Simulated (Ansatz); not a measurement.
# CH₈AlNSi: a ladder of functionals and wavefunction methods

An exercise on one series of results from a longer session: the logs are not shown, and one member is left open.

Program: Ansatz 0.2.0, Gaussian basis. Level of theory: functionals in def2-TZVPP, the program's frozen cores in correlated methods. These are calculated values, not measurements.

The runs, in order: PBE-D4, r2SCAN-D4, PBE0-D4, B3LYP-D4, ωB97X-V, ωB97M-V, B2PLYP; CCSD(T)/def2-TZVPP; MP2/def2-QZVPP; extrapolation to the limit.

### Structure used throughout

An earlier PBE0-D4 in a triple-zeta def2 set relaxation fixed the geometry.

SMILES `C[SiH](N)[AlH2]`, 12 atoms, charge 0, spin multiplicity 1.

Atoms are counted from 1 here; the program's logs count them from 0.

Bond lengths: C1–Si2 1.886 Å, C1–H5 1.093 Å, C1–H6 1.094 Å, C1–H7 1.094 Å, Si2–N3 1.731 Å, Si2–Al4 2.463 Å, Si2–H8 1.496 Å, N3–H9 1.007 Å, N3–H10 1.008 Å, Al4–H11 1.593 Å, Al4–H12 1.596 Å. Angles: Si2–C1–H5 111.7°, Si2–C1–H6 110.6°, Si2–C1–H7 110.6°, H5–C1–H6 107.9°, H5–C1–H7 108.1°, H6–C1–H7 107.7°, C1–Si2–N3 115.2°, C1–Si2–Al4 112.6°, C1–Si2–H8 105.7°, N3–Si2–Al4 106.8°, N3–Si2–H8 106.2°, Al4–Si2–H8 110.2°, Si2–N3–H9 120.2°, Si2–N3–H10 121.2°, H9–N3–H10 111.0°, Si2–Al4–H11 122.3°, Si2–Al4–H12 120.4°, H11–Al4–H12 117.3°.

The first run:

in.yaml reads:

```yaml
crystal:
  periodic: [false, false, false]
  atoms:
    - {symbol: C, position_ang: [-1.028074, 1.391083, -0.027309]}
    - {symbol: Si, position_ang: [-0.299397, -0.327181, -0.296209]}
    - {symbol: N, position_ang: [0.851352, -0.446698, -1.584194]}
    - {symbol: Al, position_ang: [0.797996, -1.217551, 1.721353]}
    - {symbol: H, position_ang: [-0.261599, 2.115212, 0.260206]}
    - {symbol: H, position_ang: [-1.507254, 1.753356, -0.941518]}
    - {symbol: H, position_ang: [-1.787000, 1.368642, 0.760724]}
    - {symbol: H, position_ang: [-1.451519, -1.199231, -0.685027]}
    - {symbol: H, position_ang: [1.815119, -0.202676, -1.426943]}
    - {symbol: H, position_ang: [0.585034, -0.267827, -2.539634]}
    - {symbol: H, position_ang: [-0.027239, -1.736841, 2.980877]}
    - {symbol: H, position_ang: [2.389580, -1.285385, 1.811576]}
basis:
  gaussian: {orbitals: def2-TZVPP}
hamiltonian: {xc: pbe, dispersion: d4}
output: {forces: true, orbitals: {seedname: orbitals}}
```

Started as:

```sh
$ ansatz run in.yaml --threads 4 --pin off --events-out ev --progress --plain --max-ram 10444MiB
```

Steps of the session up to this table: PBE-D4 (GGA); r2SCAN-D4 (meta-GGA); PBE0-D4 (hybrid); B3LYP-D4 (hybrid); ωB97X-V (range-separated); ωB97M-V (range-separated); B2PLYP (double hybrid); CCSD(T) in def2-TZVPP; MP2 in def2-QZVPP.

One table of the session follows, with a row left open; its other results are not shown here.

| method | atomisation energy (kJ/mol) |
| --- | --- |
| PBE-D4 | 3862.9 |
| r2SCAN-D4 | 3845.6 |
| PBE0-D4 | 3829.4 |
| B3LYP-D4 | 3859.7 |
| ωB97X-V | 3878.8 |
| ωB97M-V | 3862.3 |
| B2PLYP | 3805.4 |
| HF/def2-TZVPP | 2839.8 |
| MP2/def2-TZVPP | 3753.5 |
| CCSD/def2-TZVPP | ? |
| CCSD(T)/def2-TZVPP | 3754.4 |
| MP2/CBS | 3858.5 |
| CCSD(T)/CBS | 3859.4 |

**Question.** Estimate the row for CCSD/def2-TZVPP.

**Answer.** atomisation energy (kJ/mol): 3713.5. In the column «atomisation energy (kJ/mol)» it lies between HF/def2-TZVPP (2839.8) and MP2/def2-TZVPP (3753.5).

Among the levels timed on like hardware and quicker than the yardstick, those that no quicker one beats, quickest first: PBE-D4 (2.6 s, +3.5 kJ/mol); B3LYP-D4 (4.7 s, +0.3 kJ/mol).

B2PLYP carry no dispersion term (for B3LYP, D4 adds 36.6 kJ/mol).

Caveats from the session: Free atoms (1 C, 1 Si, 1 N, 1 Al, 8 H) were run apart at each level; the atomisation energy is their sum less the molecule, without zero-point or spin-orbit terms.
